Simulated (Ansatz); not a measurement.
# r2SCAN/def2-TZVPPD run of GaH3 (SMILES [GaH3])

Aim: the electronic atomisation energy of GaH3 at r2SCAN/def2-TZVPPD, from 3 runs. 

The calculation is run with Ansatz 0.2.0.

27 further runs of the same task are left out: 3 that didn't finish, 24 set aside as unsound or not needed. Runs told in other sessions of the task aren't counted.

### Step 1. The molecule

GaH3: 4 atoms, total charge 0, spin state singlet. As SMILES, `[GaH3]`. The coordinates come from a PBE0-D4/def2-TZVP relaxation.

Bond lengths: Ga1–H2 1.568 Å, Ga1–H3 1.568 Å, Ga1–H4 1.568 Å. Angles: H2–Ga1–H3 120.0°, H2–Ga1–H4 120.0°, H3–Ga1–H4 120.0°.

### Step 2. The energy at r2SCAN/def2-TZVPPD

File molecule.yaml:

```yaml
basis:
  gaussian:
    orbitals: def2-TZVPPD.json
crystal:
  periodic: [false, false, false]
  atoms:
    - {symbol: Ga, position_ang: [0.013400, -0.014900, -0.004600]}
    - {symbol: H, position_ang: [1.252400, 0.343800, 0.887700]}
    - {symbol: H, position_ang: [-0.552100, -1.477800, -0.009700]}
    - {symbol: H, position_ang: [-0.658400, 1.088700, -0.893700]}
accuracy: high
hamiltonian:
  xc: {name: r2SCAN}
output:
  orbitals: {seedname: orbitals}
```

The basis set def2-TZVPPD is read from a file made from the Basis Set Exchange's data (not shown).

Run with:

```
$ ansatz run molecule.yaml --threads 1 --pin off --max-ram 3480MiB --events-out events.jsonl --progress --plain --runs-dir runs
```

Log:

```text
Warning: RAYON_NUM_THREADS=1 ignored (pool sized by the plan → 1); use --threads N
Functional definition: r2SCAN
  name "r2SCAN"
  parameter k0 = 0.174
  parameter k1 = 0.065
  parameter a1 = 4.9479
  exchange = r2scan_x(k0 = k0, k1 = k1, a1 = a1)
  correlation = r2scan_c
1581 factors; integrals over basis functions are off by at most 4.3e-9 eV
mean field evaluation 1: about -52424.7117 eV, gradient 2.7e1 eV
mean field evaluation 2: about -52424.5041 eV, gradient 3.8e1 eV
mean field evaluation 4: about -52425.6213 eV, gradient 2.4e-1 eV
mean field evaluation 8: about -52425.6148 eV, gradient 5.3e-3 eV
mean field evaluation 16: about -52425.6148 eV, gradient 6.9e-8 eV
mean field -52425.61483813 eV, -1926.6058099433 hartree, gradient 7.4e-8 eV, S^2 0.000000; 0 other end points of the search recorded, 0 dependent functions left out
reference -52425.61483901 eV, -1926.6058099757 hartree; 17, 17 occupied and 88, 88 virtual orbitals, 1581 factors
Total energy: -52425.61483901 eV, -1926.6058099757 hartree
```

Wall time 11 s (1 thread of Arm Neoverse N1, shared host); peak memory 0.24 GiB.

### Step 3. The Ga atom at the same level

File run.yaml:

```yaml
crystal:
  periodic: [false, false, false]
  atoms:
    - symbol: Ga
      position_ang: [0.000000, 0.000000, 0.000000]
basis:
  gaussian: {orbitals: def2-TZVPPD.json}
magnetization: {spin_polarized: true, initial_magnetization: 1}
hamiltonian: {xc: {name: r2SCAN}}
accuracy: high
```

The basis set def2-TZVPPD is read from a file made from the Basis Set Exchange's data (not shown).

Run the same way, it converges to -1924.78982 Eh (log not shown).

### Step 4. The H atom

File in.yaml:

```yaml
crystal:
  periodic: [false, false, false]
  atoms:
    - {symbol: H, position_ang: [0.000000, 0.000000, 0.000000]}
basis:
  gaussian:
    orbitals: def2-TZVPPD.json
magnetization:
  spin_polarized: true
  initial_magnetization: 1
hamiltonian:
  xc: {name: r2SCAN}
accuracy: high
```

The basis set def2-TZVPPD is read from a file made from the Basis Set Exchange's data (not shown).

Run with:

```
$ ansatz run in.yaml --threads 1 --pin off --max-ram 3480MiB --events-out events.jsonl --progress --plain --runs-dir runs
```

Log:

```text
Warning: RAYON_NUM_THREADS=1 ignored (pool sized by the plan → 1); use --threads N
Functional definition: r2SCAN
  name "r2SCAN"
  parameter k0 = 0.174
  parameter k1 = 0.065
  parameter a1 = 4.9479
  exchange = r2scan_x(k0 = k0, k1 = k1, a1 = a1)
  correlation = r2scan_c
117 factors; integrals over basis functions are off by at most 2.6e-9 eV
mean field evaluation 1: about -13.6037 eV, gradient 1.5e-1 eV
mean field evaluation 2: about -13.6035 eV, gradient 1.5e-1 eV
mean field evaluation 4: about -13.6037 eV, gradient 3.7e-3 eV
mean field evaluation 8: about -13.6037 eV, gradient 1.7e-9 eV
mean field -13.60369385 eV, -0.4999265281 hartree, gradient 1.1e-9 eV, S^2 0.750000; 0 other end points of the search recorded, 0 dependent functions left out
reference -13.60369505 eV, -0.4999265723 hartree; 1, 0 occupied and 16, 17 virtual orbitals, 117 factors
Total energy: -13.60369505 eV, -0.4999265723 hartree
```

Run time: 0.72 s. Hardware: 1 thread of Arm Neoverse N1, shared host.

### Step 5. What came out

At r2SCAN/def2-TZVPPD:

| quantity | value |
| --- | --- |
| molecule: total energy | -1926.60581 Eh |
| molecule: HOMO energy | -7.66 eV |
| molecule: LUMO energy | -2.32 eV |
| molecule: HOMO–LUMO gap | 5.35 eV |
| Ga atom: total energy | -1924.78982 Eh |
| Ga atom: ⟨S²⟩ | 0.756 |
| H atom: total energy | -0.49993 Eh |
| H atom: ⟨S²⟩ | 0.750 |
| electronic atomisation energy | 8.605 eV |

What this shows: Taking the molecule apart into free atoms costs 8.60 eV (830 kJ/mol), before zero-point energy and without spin-orbit coupling.
